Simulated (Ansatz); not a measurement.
# CeBRh3 (element-swapped structure): how the settings move a single-point run

How sensitive is a single-point run of CeBRh3 (element-swapped structure) to its settings? A reference run comes first, then three runs with altered input.

Computed with Ansatz 0.2.0 (reference: DFT r2SCAN, plane waves, PAW, scalar-relativistic, no spin polarisation, unless a step's input says otherwise).

1 further run of the same task is left out (for a known fault of the program).

## (1) The starting structure

The structure is tetragonal, space group P4mm (No. 99). Conventional cell: a = 3.959 Å, b = 3.959 Å, c = 5.018 Å, α = 90.00°, β = 90.00°, γ = 90.00°. Rh (site symmetry 4mm) is surrounded by 1 B at 2.21 Å. B (site symmetry 4mm) has 5 Rh at 2.13 to 2.21 Å as nearest neighbours. Rh (site symmetry 2mm) has 2 B at 2.13 Å as nearest neighbours. Around Ce (site symmetry 4mm) lie 12 Rh at 2.86 to 3.28 Å and 4 B at 3.23 Å.

As a file:

```cif
data_structure
_symmetry_space_group_name_H-M 'P4mm'
_symmetry_Int_Tables_number 99
_cell_length_a 3.9588
_cell_length_b 3.9588
_cell_length_c 5.0178
_cell_angle_alpha 90.000
_cell_angle_beta 90.000
_cell_angle_gamma 90.000
_cell_volume 78.64
loop_
_atom_site_label
_atom_site_type_symbol
_atom_site_symmetry_multiplicity
_atom_site_Wyckoff_symbol
_atom_site_fract_x
_atom_site_fract_y
_atom_site_fract_z
_atom_site_occupancy
Rh1 Rh 1 b 0.50000 0.50000 0.12010 1
B1 B 1 b 0.50000 0.50000 0.68000 1
Rh2 Rh 2 c 0.00000 0.50000 0.52090 1
Ce1 Ce 1 a 0.00000 0.00000 0.00000 1
```

## (2) Reference

Input file input.yaml:

```yaml
crystal:
  lattice:
    - [3.958834, 0.0, 0.0]
    - [0.0, 3.958834, 0.0]
    - [0.0, 0.0, 5.017804]
  atoms:
    - { symbol: Rh, position: [0.5, 0.5, 0.1201] }
    - { symbol: B, position: [0.5, 0.5, 0.68] }
    - { symbol: Rh, position: [0.0, 0.5, 0.5209] }
    - { symbol: Rh, position: [0.5, 0.0, 0.5209] }
    - { symbol: Ce, position: [0.0, 0.0, 0.0] }
  symmetry: { tolerance: 0.0003 }
kpoints:
  mp_grid: { grid: [5, 5, 4], shift: [0, 0, 0] }
magnetization:
  spin_polarized: false
scf:
  occupations: { method: fermi_dirac }
hamiltonian:
  pseudopotentials: { kind: paw }
  xc: r2scan
basis:
  ecutwfc: 500
output:
  forces: true
  stress: true
  eigenvalues: true
```

Launch:

```console
> ansatz run input.yaml --threads 1 --pin off --max-ram 2560MiB --backend cpu --events-out ev --progress --plain --runs-dir out
```

## (3) Changing settings: symmetry.detect false, tolerance left out

input.yaml: that of step 2 with these lines changed.

```diff
@@ -11,3 +11,3 @@
     - { symbol: Ce, position: [0.0, 0.0, 0.0] }
-  symmetry: { tolerance: 0.0003 }
+  symmetry: { detect: false }
 kpoints:
```

## (4) Variant: mp_grid.grid [2, 2, 2], n_extra_bands 8, pseudopotentials.source jth

input.yaml: that of step 2 with these lines changed.

```diff
@@ -13,3 +13,3 @@
 kpoints:
-  mp_grid: { grid: [5, 5, 4], shift: [0, 0, 0] }
+  mp_grid: { grid: [2, 2, 2], shift: [0, 0, 0] }
 magnetization:
@@ -18,4 +18,5 @@
   occupations: { method: fermi_dirac }
+  n_extra_bands: 8
 hamiltonian:
-  pseudopotentials: { kind: paw }
+  pseudopotentials: { kind: paw, source: jth }
   xc: r2scan
```

## (5) The same system, input altered

input.yaml: that of step 2 with these lines changed.

```diff
@@ -18,2 +18,3 @@
   occupations: { method: fermi_dirac }
+  max_iter: 80
 hamiltonian:
@@ -21,2 +22,3 @@
   xc: r2scan
+  hubbard: { sites: [{ species: Ce, l: f, u_eff: 20.0 }] }
 basis:
```

(Steps that only read results are left out.)

Before running it: what results should come out? Wanted: for each run, ending; energy change; pressure; gap; force.

**Answer**, as computed:

```
                                                                    run     ending                                          energy change  pressure (GPa)  gap (eV)  force (eV/Å)  cycles   time
                                                              reference  converged                                                      0            -6.8      0.00          0.67      16   26 s
                           1: symmetry.detect false, tolerance left out  converged                                           0.0 meV/atom            -6.8      0.00          0.67      17   72 s
2: mp_grid.grid [2, 2, 2], n_extra_bands 8, pseudopotentials.source jth  converged                                         not comparable            -7.1      0.00          0.45      16  8.1 s
                    3: hubbard.sites [{species: Ce, l: f, u_eff: 20.0}]  converged  +789.0 meV/atom (U changed: no physical gain or loss)            -4.9      0.00          0.52      13   30 s
```

Residual by cycle in the longest SCF loop of each run; runs are numbered as in the table. The quantity is the density residual dr2, in eV.

```
cycle  reference    run 1    run 2   run 3
    1       35.8     35.8     60.6    30.5
    2       3.33     3.33     4.04    5.84
    4      0.188    0.188    0.217   0.444
    5     0.0188   0.0188     0.02  0.0319
    7     0.0011  0.00112  0.00391  4.3e-4
    8    0.00282  0.00286  0.00185  7.1e-5
   10    0.00154  0.00209   8.9e-5  5.9e-7
   11    0.00416  0.00672   1.2e-5  7.8e-8
   13     2.1e-5   4.3e-5   2.2e-6       -
   14     3.7e-7   4.8e-6   2.9e-6       -
   16     2.1e-8   5.8e-8   6.1e-8       -
   17          -   6.6e-9        -       -
```

What this shows: «symmetry.detect false, tolerance left out» leaves the energy as it was. Run 2 ran under the cutoff that the potentials recommend, as the log warns, so basis error is mixed into its values, and swamps them where the cutoff is far short. A changed U is a change of model: its shifts are not errors of convergence. Of the variants the dearest is «symmetry.detect false, tolerance left out» (72 s), the cheapest «mp_grid.grid [2, 2, 2], n_extra_bands 8, pseudopotentials.source jth» (8.1 s), on a shared host. The reference has no spin polarisation; with Ce and Rh present, a magnetic state may lie lower.

Caveats on the reference run: its f shells have neither a U nor exact exchange and are poorly placed; its mesh is coarse for a cell with so small a gap or none; the structure is made up and not relaxed.
